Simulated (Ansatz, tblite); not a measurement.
# (BeSe)6 prism (Be₆Se₆): a ladder of methods and basis sets

One table from this session's results is given with a row withheld; the runs are named, their logs left out.

The runs use Ansatz 0.2.0, Gaussian basis; as each input shows.

Levels to be run: GFN1-xTB, GFN2-xTB, PBE-D4/def2-TZVP, r2SCAN-D4/def2-TZVP, B97M-V/def2-TZVP, BLYP-D4/def2-TZVP, PBE-D4/def2-SVP, PBE0-D4/def2-SVP, HF/STO-3G, HF/6-31G, B3LYP-D4/6-31G, MP2/def2-SVP, RPA/def2-SVP.

4 further runs of the same task are left out: 3 that didn't finish, 1 set aside as unsound or not needed. Runs told in other sessions of the task aren't counted.

**The structure**

The singlet was relaxed beforehand with r2SCAN-D4/def2-SVP.

12 atoms, charge 0, spin multiplicity 1.

Bond lengths: Be1–Se2 2.174 Å, Be1–Se6 2.174 Å, Be1–Se8 2.200 Å, Se2–Be3 2.174 Å, Se2–Be9 2.200 Å, Be3–Se4 2.174 Å, Be3–Se10 2.200 Å, Se4–Be5 2.174 Å, Se4–Be11 2.200 Å, Be5–Se6 2.174 Å, Be5–Se12 2.200 Å, Se6–Be7 2.200 Å, Be7–Se8 2.174 Å, Be7–Se12 2.174 Å, Se8–Be9 2.174 Å, Be9–Se10 2.174 Å, Se10–Be11 2.174 Å, Be11–Se12 2.174 Å. Angles: Se2–Be1–Se6 133.4°, Se2–Be1–Se8 108.5°, Se6–Be1–Se8 108.5°, Be1–Se2–Be3 92.2°, Be1–Se2–Be9 66.8°, Be3–Se2–Be9 66.8°, Se2–Be3–Se4 133.4°, Se2–Be3–Se10 108.5°, Se4–Be3–Se10 108.5°, Be3–Se4–Be5 92.2°, Be3–Se4–Be11 66.7°, Be5–Se4–Be11 66.8°, Se4–Be5–Se6 133.4°, Se4–Be5–Se12 108.5°, Se6–Be5–Se12 108.5°, Be1–Se6–Be5 92.2°, Be1–Se6–Be7 66.7°, Be5–Se6–Be7 66.8° and more.

PBE0-D4/def2-TZVP was run before; its log isn't repeated, and its numbers join the tables.

Set-up of the first run:

Tight binding, by tblite at 300 K electronic temperature and without a spin-polarisation term:

```python
tblite.interface.Calculator('GFN1-xTB', numbers, positions, charge=0, uhf=0).singlepoint()
```

Tight binding, by tblite at 300 K electronic temperature and without a spin-polarisation term:

```python
tblite.interface.Calculator('GFN2-xTB', numbers, positions, charge=0, uhf=0).singlepoint()
```

start.molden holds the orbitals of an earlier run on this state, given as this run's starting guess.

The input, in.yaml:

```yaml
crystal:
  periodic: [false, false, false]
  atoms:
    - {symbol: Be, position_ang: [1.197274, -0.754955, -1.377046]}
    - {symbol: Se, position_ang: [-0.357636, -2.274210, -1.355553]}
    - {symbol: Be, position_ang: [-1.682315, -1.019399, -0.173612]}
    - {symbol: Se, position_ang: [-2.439708, 1.003268, -0.420914]}
    - {symbol: Be, position_ang: [-0.436215, 1.817385, -0.644407]}
    - {symbol: Se, position_ang: [1.231478, 1.340431, -1.955136]}
    - {symbol: Be, position_ang: [1.682307, 1.019393, 0.173632]}
    - {symbol: Se, position_ang: [2.439702, -1.003280, 0.420923]}
    - {symbol: Be, position_ang: [0.436212, -1.817397, 0.644390]}
    - {symbol: Se, position_ang: [-1.231462, -1.340426, 1.955146]}
    - {symbol: Be, position_ang: [-1.197269, 0.754966, 1.377046]}
    - {symbol: Se, position_ang: [0.357631, 2.274224, 1.355542]}
basis:
  gaussian: {orbitals: def2-TZVP, initial_orbitals: start.molden}
hamiltonian: {xc: pbe, dispersion: d4}
scf: {omitted_lower_state_checks: [starts]}
output: {orbitals: {seedname: orbitals}}
```

Started as:

```sh
ansatz run in.yaml --threads 4 --pin off --events-out ev --progress --plain --max-ram 6963MiB
```

Steps of the session up to this table: PBE-D4/def2-TZVP; r2SCAN-D4/def2-TZVP; B97M-V/def2-TZVP; BLYP-D4/def2-TZVP; PBE-D4/def2-SVP; PBE0-D4/def2-SVP; HF/STO-3G; HF/6-31G; B3LYP-D4/6-31G; MP2/def2-SVP; RPA/def2-SVP.

One of the session's tables, all rows but one given; the rest of the session is left out.

It belongs to the step «Binding energy». 

```
              level  binding an atom (eV)
          HF/STO-3G                 3.834
           HF/6-31G                 2.351
        HF/def2-SVP                 2.559
    PBE-D4/def2-SVP                 3.719
   PBE-D4/def2-TZVP                 3.695
  BLYP-D4/def2-TZVP                 3.465
r2SCAN-D4/def2-TZVP                 3.684
   B97M-V/def2-TZVP                     ?
     B3LYP-D4/6-31G                 3.379
   PBE0-D4/def2-SVP                 3.665
  PBE0-D4/def2-TZVP                 3.653
       RPA/def2-SVP                 2.698
       MP2/def2-SVP                 3.302
```

Estimate the missing values for B97M-V/def2-TZVP.

**Answer.** binding an atom (eV): 3.476. In the column «binding an atom (eV)» it lies between BLYP-D4/def2-TZVP (3.465) and PBE0-D4/def2-TZVP (3.653).

Limits of these values: Free atoms were run apart at each level; binding is atoms less cluster, divided by the number of atoms, without zero-point or spin-orbit terms.
